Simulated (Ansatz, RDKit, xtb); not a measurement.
# C5H6OSi: ranking a sample of isomers, part 2 of 2

A sample of isomers of C5H6OSi is drawn. Aim: find which of them has the lowest free energy at 298.15 K, then its properties. The sample is small against all isomers, and the most stable one of this formula need not be in it.

xtb, Ansatz and PySCF; isolated molecules.

**7. Are they minima? Harmonic frequencies**

The lowest few in one piece go on as finalists. In this search the thermal terms come from GFN2-xTB at its own nearest minimum. The first, c042a:

Input file start.xyz:

```xyz
13
c042a
C     -1.568809     1.668530    -0.727448
C     -0.108877     1.735431    -0.765460
C      0.607803     2.878060    -1.016840
C      2.075845     2.759828    -1.016334
C      2.591191     1.519766    -0.764853
O     -2.206209     0.647018    -0.502480
Si     1.137120     0.339933    -0.493095
H     -2.096849     2.652408    -0.925417
H      0.123336     3.852143    -1.213006
H      2.697959     3.649926    -1.213130
H      3.675155     1.333030    -0.743689
H      1.063283    -0.757654    -1.516032
H      1.103108    -0.252604     0.886887
```

Started as:

```bash
$ xtb start.xyz --gfn 2 --ohess tight
```

Log, cut to the lines that bear on the results:

```text
* xtb version 6.7.1
[...]
          :  # basis functions                  40          :
[...]
          :  # electrons                        36          :
[...]
          :  Hamiltonian                  GFN2-xTB          :
[...]
          :  net charge                          0          :
          :  unpaired electrons                  0          :
[...]
   *** convergence criteria satisfied after 13 iterations ***
[...]
   *** GEOMETRY OPTIMIZATION CONVERGED AFTER 8 ITERATIONS ***
[...]
   *** convergence criteria satisfied after 3 iterations ***
[...]
         ::                     SUMMARY                     ::
         :::::::::::::::::::::::::::::::::::::::::::::::::::::
         :: total energy             -19.475176201490 Eh    ::
         :: gradient norm              0.000058478617 Eh/a0 ::
         :: HOMO-LUMO gap              2.163592704764 eV    ::
         ::.................................................::
         :: SCC energy               -19.759355440010 Eh    ::
         :: -> isotropic ES            0.038337369757 Eh    ::
         :: -> anisotropic ES          0.002822896884 Eh    ::
         :: -> anisotropic XC          0.008969824506 Eh    ::
         :: -> dispersion             -0.009964272448 Eh    ::
         :: repulsion energy           0.284179238520 Eh    ::
         :: add. restraining           0.000000000000 Eh    ::
         :: total charge               0.000000000000 e     ::
         :::::::::::::::::::::::::::::::::::::::::::::::::::::
[...]
        18        2.0000           -0.3874496             -10.5430 (HOMO)
        19                         -0.3079389              -8.3794 (LUMO)
[...]
molecular dipole:
                 x           y           z       tot (Debye)
 q only:        1.288       0.084      -0.039
   full:        1.265       0.681      -0.164       3.675
molecular quadrupole (traceless):
[...]
          | TOTAL ENERGY              -19.475176201490 Eh   |
          | TOTAL ENTHALPY            -19.378797007118 Eh   |
          | TOTAL FREE ENERGY         -19.418927506601 Eh   |
          | GRADIENT NORM               0.000058442758 Eh/α |
[...]
```

It took 0.24 s on 2 threads of Intel Xeon 6975P-C (Granite Rapids), shared host.

**8. Thermal terms of the finalists**

As xtb prints them, at 298.15 K, with its own treatment of low modes:

```csv
label,SMILES,spin,lowest mode (cm⁻¹),zero-point (kcal/mol),G − E (kcal/mol)
c042a,O=CC1=CC=C[SiH2]1,singlet,92,55.2,35.3
c605a,O=CC1=C[SiH2]C=C1,singlet,81,55.1,35.4
c730a,O=C[SiH]1C=CC=C1,singlet,55,56.2,35.9
```

**9. Energies at the top level**

Each finalist gets a single point at CCSD(T)/def2-SVP + MP2/def2-TZVPP - MP2/def2-SVP.

c042a, CCSD(T)/def2-SVP:

Input file input.yaml:

```yaml
crystal:
  periodic: [false, false, false]
  atoms:
    - {symbol: C, position_ang: [-1.568809, 1.668530, -0.727448]}
    - {symbol: C, position_ang: [-0.108877, 1.735431, -0.765460]}
    - {symbol: C, position_ang: [0.607803, 2.878060, -1.016840]}
    - {symbol: C, position_ang: [2.075845, 2.759828, -1.016334]}
    - {symbol: C, position_ang: [2.591191, 1.519766, -0.764853]}
    - {symbol: O, position_ang: [-2.206209, 0.647018, -0.502480]}
    - {symbol: Si, position_ang: [1.137120, 0.339933, -0.493095]}
    - {symbol: H, position_ang: [-2.096849, 2.652408, -0.925417]}
    - {symbol: H, position_ang: [0.123336, 3.852143, -1.213006]}
    - {symbol: H, position_ang: [2.697959, 3.649926, -1.213130]}
    - {symbol: H, position_ang: [3.675155, 1.333030, -0.743689]}
    - {symbol: H, position_ang: [1.063283, -0.757654, -1.516032]}
    - {symbol: H, position_ang: [1.103108, -0.252604, 0.886887]}
basis:
  gaussian:
    orbitals: def2-SVP
correlation:
  method: ccsd_t
  frozen_orbitals: {C: 1, O: 1, Si: 5, H: 0}
```

Started as:

```bash
$ ansatz run input.yaml --threads 2 --pin off --max-ram 5220MiB --events-out events.jsonl --progress --plain --runs-dir runs
```

Log, cut to the lines that bear on the results:

```text
Warning: RAYON_NUM_THREADS=2 ignored (pool sized by the plan → 2); use --threads N
Functional definition: HF
  name "HF"
[...]
1337 factors; integrals over basis functions are off by at most 1.6e-3 eV
[...]
mean field -15137.44702326 eV, -556.2909175747 hartree, gradient 2.2e-6 eV, S^2 0.000000; 0 other end points of the search recorded, 0 dependent functions left out; unrestricted orbitals would lower it
11 core orbitals not correlated: weight in the atoms' cores, before any rotation towards them, 1.000 or more for the frozen orbitals, at most 0.000 for the correlated occupied ones
reference -15137.44702326 eV, -556.2909175747 hartree; 18, 18 occupied and 103, 103 virtual orbitals, 1337 factors
second order -25.03235932 eV of doubles, -0.00000000 eV of singles
cycle   1  -25.41858808 eV  change   -3.9e-1 eV  update   1.4e-1
[...]
cycle  12  -26.44766124 eV  change   -1.4e-5 eV  update   9.2e-6
perturbative correction -1.10833297 eV, -0.0407304854 hartree
Total energy: -15165.00301747 eV, -557.3035816838 hartree
```

Wall time 14 s (2 threads of Intel Xeon 6975P-C (Granite Rapids), shared host); peak memory 0.96 GiB.

**10. c042a at MP2/def2-TZVPP**

Changes to input.yaml since step 9:

```diff
@@ -18,5 +18,5 @@
   gaussian:
-    orbitals: def2-SVP
+    orbitals: def2-TZVPP
 correlation:
-  method: ccsd_t
+  method: mp2
   frozen_orbitals: {C: 1, O: 1, Si: 5, H: 0}
```

Started as:

```bash
$ ansatz run input.yaml --threads 2 --pin off --max-ram 5220MiB --events-out events.jsonl --progress --plain --runs-dir runs
```

Log:

```text
Warning: RAYON_NUM_THREADS=2 ignored (pool sized by the plan → 2); use --threads N
[... 2 set-up lines as earlier in the session ...]
  exchange = exact_x
  correlation = 0
1885 factors; integrals over basis functions are off by at most 1.1e-3 eV
mean field evaluation 1: about -15142.6332 eV, gradient 4.5e1 eV
mean field evaluation 2: about -15143.0355 eV, gradient 4.5e1 eV
mean field evaluation 4: about -15148.3090 eV, gradient 6.6e0 eV
mean field evaluation 8: about -15148.4676 eV, gradient 5.9e-1 eV
mean field evaluation 16: about -15148.4709 eV, gradient 2.0e-6 eV
mean field -15148.47091495 eV, -556.6960381220 hartree, gradient 2.0e-6 eV, S^2 0.000000; 0 other end points of the search recorded, 0 dependent functions left out; unrestricted orbitals would lower it
11 core orbitals not correlated: weight in the atoms' cores, before any rotation towards them, 1.000 or more for the frozen orbitals, at most 0.000 for the correlated occupied ones
reference -15148.47091495 eV, -556.6960381220 hartree; 18, 18 occupied and 283, 283 virtual orbitals, 1885 factors
second order -30.69350728 eV of doubles, -0.00000000 eV of singles
Total energy: -15179.16442223 eV, -557.8240037098 hartree
```

Wall time 11 s (2 threads of Intel Xeon 6975P-C (Granite Rapids), shared host); peak memory 1 GiB.

**11. c605a at CCSD(T)/def2-SVP**

Input file input.yaml:

```yaml
crystal:
  periodic: [false, false, false]
  atoms:
    - {symbol: C, position_ang: [-1.538867, 1.290363, -0.744930]}
    - {symbol: C, position_ang: [-0.084123, 1.586246, -0.773523]}
    - {symbol: C, position_ang: [0.433518, 2.696991, -1.384769]}
    - {symbol: C, position_ang: [2.197683, 1.001643, -0.190957]}
    - {symbol: C, position_ang: [0.882523, 0.662113, -0.122376]}
    - {symbol: O, position_ang: [-2.027121, 0.309720, -0.207901]}
    - {symbol: Si, position_ang: [2.305407, 2.619220, -1.147404]}
    - {symbol: H, position_ang: [-2.179703, 2.060365, -1.271278]}
    - {symbol: H, position_ang: [-0.210671, 3.433072, -1.890510]}
    - {symbol: H, position_ang: [2.847645, 3.781981, -0.359747]}
    - {symbol: H, position_ang: [3.060798, 2.533410, -2.446851]}
    - {symbol: H, position_ang: [2.990986, 0.386494, 0.258100]}
    - {symbol: H, position_ang: [0.484920, -0.238092, 0.375078]}
basis:
  gaussian:
    orbitals: def2-SVP
correlation:
  method: ccsd_t
  frozen_orbitals: {C: 1, O: 1, Si: 5, H: 0}
```

Started as:

```bash
$ ansatz run input.yaml --threads 2 --pin off --max-ram 5220MiB --events-out events.jsonl --progress --plain --runs-dir runs
```

Log, cut to the lines that bear on the results:

```text
Warning: RAYON_NUM_THREADS=2 ignored (pool sized by the plan → 2); use --threads N
[... 2 set-up lines as earlier in the session ...]
[...]
1338 factors; integrals over basis functions are off by at most 1.3e-3 eV
[...]
mean field -15137.40074591 eV, -556.2892169133 hartree, gradient 2.0e-6 eV, S^2 0.000000; 0 other end points of the search recorded, 0 dependent functions left out; unrestricted orbitals would lower it
11 core orbitals not correlated: weight in the atoms' cores, before any rotation towards them, 1.000 or more for the frozen orbitals, at most 0.000 for the correlated occupied ones
reference -15137.40074591 eV, -556.2892169133 hartree; 18, 18 occupied and 103, 103 virtual orbitals, 1338 factors
second order -25.03174775 eV of doubles, -0.00000000 eV of singles
cycle   1  -25.44575357 eV  change   -4.1e-1 eV  update   1.4e-1
[...]
cycle  10  -26.46566603 eV  change    8.8e-6 eV  update   3.2e-5
perturbative correction -1.09966551 eV, -0.0404119621 hartree
Total energy: -15164.96607745 eV, -557.3022241630 hartree
```

It took 14 s on 2 threads of Intel Xeon 6975P-C (Granite Rapids), shared host; peak memory 0.96 GiB.

For c042a, c605a, c730a the log finds that unrestricted Hartree-Fock orbitals lie lower, a sign to watch the closed-shell reference there.

**12. Free energies and the winner**

Energies in kcal/mol from c042a; G adds the thermal terms to the CCSD(T)/def2-SVP + MP2/def2-TZVPP - MP2/def2-SVP energy. The columns left of the relaxed level are at the tight-binding geometries.

```csv
label,SMILES,spin,GFN2-xTB,HF/STO-3G,r2SCAN-D4/def2-SVP,PBE-D3(BJ)/def2-SVP,HF/def2-SVP,MP2/def2-SVP,CCSD(T)/def2-SVP + MP2/def2-TZVPP - MP2/def2-SVP,G,share at equilibrium,T1
c042a,O=CC1=CC=C[SiH2]1,singlet,0.0,0.0,0.0,0.0,0.0,0.0,0.0,0.0,76.9 %,0.016
c605a,O=CC1=C[SiH2]C=C1,singlet,3.9,-0.1,2.2,2.2,1.1,1.1,0.7,0.7,23.1 %,0.015
c730a,O=C[SiH]1C=CC=C1,singlet,22.2,1.5,12.3,11.2,12.4,12.7,8.7,9.3,< 0.1 %,0.016
```

Lowest found: c042a, `O=CC1=CC=C[SiH2]1`, a singlet. Bond lengths: C1–C2 1.462 Å, C2–C3 1.372 Å, C3–C4 1.473 Å, C4–C5 1.366 Å, C1–O6 1.225 Å, C2–Si7 1.891 Å, C5–Si7 1.892 Å, C1–H8 1.134 Å, C3–H9 1.105 Å, C4–H10 1.104 Å, C5–H11 1.100 Å, Si7–H12 1.502 Å, Si7–H13 1.502 Å. Some angles: C1–C2–C3 124.4°, C1–C2–Si7 128.4°, C3–C2–Si7 107.3°, C2–C1–O6 124.2°, C2–C3–C4 117.0°, C3–C4–C5 116.7°, C4–C5–Si7 107.6°, C2–Si7–C5 91.5°, C2–C1–H8 114.9°, O6–C1–H8 120.9°.

```xyz
13

C    -1.5688    1.6685   -0.7274
C    -0.1089    1.7354   -0.7655
C     0.6078    2.8781   -1.0168
C     2.0758    2.7598   -1.0163
C     2.5912    1.5198   -0.7649
O    -2.2062    0.6470   -0.5025
Si    1.1371    0.3399   -0.4931
H    -2.0968    2.6524   -0.9254
H     0.1233    3.8521   -1.2130
H     2.6980    3.6499   -1.2131
H     3.6752    1.3330   -0.7437
H     1.0633   -0.7577   -1.5160
H     1.1031   -0.2526    0.8869
```

**13. Results**

This closing draws on all 2 parts.

| quantity | value |
| --- | --- |
| lowest structure found | O=CC1=CC=C[SiH2]1, singlet |
| next finalist | O=CC1=C[SiH2]C=C1, singlet, 0.7 kcal/mol higher in G |
| share at equilibrium, among the finalists | 76.9 % |
| funnel | 5 starts, 5 minima at GFN2-xTB, 7 screening runs, 3 relaxed, 3 ranked |
| CPU time of all runs | 4 min |

What this shows: `O=CC1=CC=C[SiH2]1` comes out lowest. Its margin of 0.7 kcal/mol is inside the likely error of CCSD(T)/def2-SVP + MP2/def2-TZVPP - MP2/def2-SVP with harmonic terms (about 1.5 kcal/mol), so the order of the first two is not settled. GFN2-xTB, r2SCAN-D4/def2-SVP, PBE-D3(BJ)/def2-SVP, HF/def2-SVP and MP2/def2-SVP already put its bonding pattern lowest among the structures in one piece; HF/STO-3G favours the singlet O=CC1=C[SiH2]C=C1. The largest share of the time went into the final energies (57 %). The search is not exhaustive (a finite list of starts, one conformer a finalist), so a lower isomer can't be ruled out. Only 3 drawn patterns were tried, so whole families of isomers are missing, and the result ranks this sample alone.
